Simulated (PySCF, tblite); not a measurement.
# H7SSeSi4 radical: geometry, infrared bands and EPR parameters

What infrared bands and EPR parameters should H7SSeSi4 radical (`S[Si@H]1[SiH2][SiH2][SiH][Se]1`) show?

Computed with tblite 0.8.0 and PySCF 2.14.0, with density-fitted response routines of our own, on a single molecule in the gas phase. Atoms are numbered from 0 throughout.

## (1) The molecule as given

13 atoms, charge 0, multiplicity 2; geometry from: force field or distance geometry start.

Bonds of the start (Å): S0–Si1 2.15, Si1–Si2 2.23, Si2–Si3 2.22, Si3–Si4 2.22, Si4–Se5 2.28, Se5–Si1 2.27, S0–H6 1.42, Si1–H7 1.45, Si2–H8 1.46, Si2–H9 1.48, Si3–H10 1.48, Si3–H11 1.46, Si4–H12 1.46.

## (2) Optimising the geometry with GFN2-xTB

What the job is given:

```
{"job": {"kind": "relax", "xc": "GFN2-xTB", "basis": "xTB"}, "charge": 0, "multiplicity": 2}
S      2.736500     0.472700     1.235000
Si     1.651900     0.460200    -0.618100
Si     0.278300    -1.300800    -0.697300
Si    -1.589600    -0.621800     0.301200
Si    -1.406900     1.560600     0.681800
Se     0.247400     2.235700    -0.737000
H      1.903800     0.811400     2.331200
H      2.612900     0.426800    -1.705700
H      0.903700    -2.454100    -0.045600
H     -0.054700    -1.574100    -2.109700
H     -1.844300    -1.339900     1.572400
H     -2.752800    -0.843700    -0.555200
H     -2.690700     2.167700     0.329400
```

Started as:

```sh
$ OMP_NUM_THREADS=1 python probes_run.py task.json out
```

This one command runs all jobs of the session in turn.

**Question.** This job is followed by: GFN2-xTB harmonic vibrations, gas phase; UKS B3LYP, def2-TZVP-core on Se, pcH-1 on H S Si, non-relativistic, mean-field spin-orbit, GIAO. Predict these results of the whole session: strongest single infrared mode (GFN2-xTB); zero-point energy (GFN2-xTB); g(iso) (B3LYP); ⟨S²⟩; largest a(iso); surface potential, 1st and 99th percentile.

The runs gave:

```
                                 quantity                    value
strongest single infrared mode (GFN2-xTB)    2206 cm⁻¹, 325 km/mol
             zero-point energy (GFN2-xTB)            37.2 kcal/mol
                           g(iso) (B3LYP)                  2.02345
                                     ⟨S²⟩       0.753 (exact 0.75)
                           largest a(iso)  29Si on Si4, -488.4 MHz
    surface potential, 1st and 99th percentile       -0.77 V and 1.27 V
```

The optimisation took 92 steps and gained 0.802 eV; among the close pairs (by a distance rule), Si2–Si3 changed most, from 2.224 to 2.349 Å. No mode is imaginary among the 33: a minimum at this level. The strongest single mode, at 2206 cm⁻¹, moves mainly H9. Unscaled tight-binding wavenumbers are off by several per cent, some by more. Its intensities can rank the bands wrongly. Most of the unpaired spin sits on Si4 (0.80 e). The isotropic g lies 21.1 ppt above the free-electron value. The hyperfine terms hold no scalar relativity, which the heavier nuclei need.
